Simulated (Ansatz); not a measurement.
# H6O2SiZn: the cost of one run

Program: Ansatz 0.2.0. Level of theory: RKS PBE0-D4/def2-SVP. These are calculated values, not measurements.

1 further run of the same task is left out (it didn't finish).

## 1. The structure to begin with

Bond lengths: Zn1–Si2 2.722 Å, Zn1–O3 1.776 Å, Zn1–O5 2.200 Å, Si2–H6 1.472 Å, Si2–H7 1.470 Å, Si2–H8 1.465 Å, O3–H9 0.953 Å, O5–H10 0.960 Å. Angles: Zn1–Si2–H6 116.0°, Zn1–Si2–H7 119.9°, Zn1–Si2–H8 103.9°, H6–Si2–H7 106.3°, H6–Si2–H8 104.7°, H7–Si2–H8 104.5°, Si2–Zn1–O3 125.3°, Si2–Zn1–O5 76.3°, O3–Zn1–O5 104.9°, Zn1–O3–H9 128.5°, Zn1–O5–H10 144.1°.

As a file:

```xyz
10

Zn   -0.7705   -0.9107    0.7115
Si    1.0035    1.1486    0.5713
O    -0.4762   -2.5608    0.1230
H    -0.3082    0.6994   -0.6934
O    -1.4194    0.2141   -1.0638
H     2.0099    1.0606   -0.4998
H     0.5160    2.5353    0.5650
H     1.7726    1.0356    1.8133
H    -0.7872   -3.3851    0.4873
H    -1.5406    0.1631   -2.0143
```

## 2. A restrained relaxation towards end A

Springs on the bonds that form and break draw the guess towards this end; the thresholds are loose.

Input file input.yaml:

```yaml
crystal:
  periodic: [false, false, false]
  atoms:
    - { symbol: Zn, position_ang: [-0.7705, -0.9107, 0.7115] }
    - { symbol: Si, position_ang: [1.0035, 1.1486, 0.5713] }
    - { symbol: O, position_ang: [-0.4762, -2.5608, 0.123] }
    - { symbol: H, position_ang: [-0.3082, 0.6994, -0.6934] }
    - { symbol: O, position_ang: [-1.4194, 0.2141, -1.0638] }
    - { symbol: H, position_ang: [2.0099, 1.0606, -0.4998] }
    - { symbol: H, position_ang: [0.516, 2.5353, 0.565] }
    - { symbol: H, position_ang: [1.7726, 1.0356, 1.8133] }
    - { symbol: H, position_ang: [-0.7872, -3.3851, 0.4873] }
    - { symbol: H, position_ang: [-1.5406, 0.1631, -2.0143] }
basis:
  gaussian: { orbitals: def2-SVP }
hamiltonian:
  xc: pbe0
  dispersion: d4
relax:
  f_tol: 0.15
  max_steps: 25
  restrain:
    - { distance: [0, 4], at: 3.18, k: 30.0 }
    - { distance: [3, 1], at: 2.72, k: 30.0 }
    - { distance: [0, 1], at: 2.33, k: 30.0 }
    - { distance: [3, 4], at: 0.97, k: 30.0 }
output:
  orbitals: {}
```

The run is started by

```console
$ ansatz run input.yaml --threads 2 --pin off --max-ram 3072MiB --backend cpu --events-out ev --progress --plain --runs-dir out
```

What time and memory should one allow on 2 threads of Intel Xeon Platinum 8488C (Sapphire Rapids), shared host?

About 47 s, with a peak of 0.27 GiB.
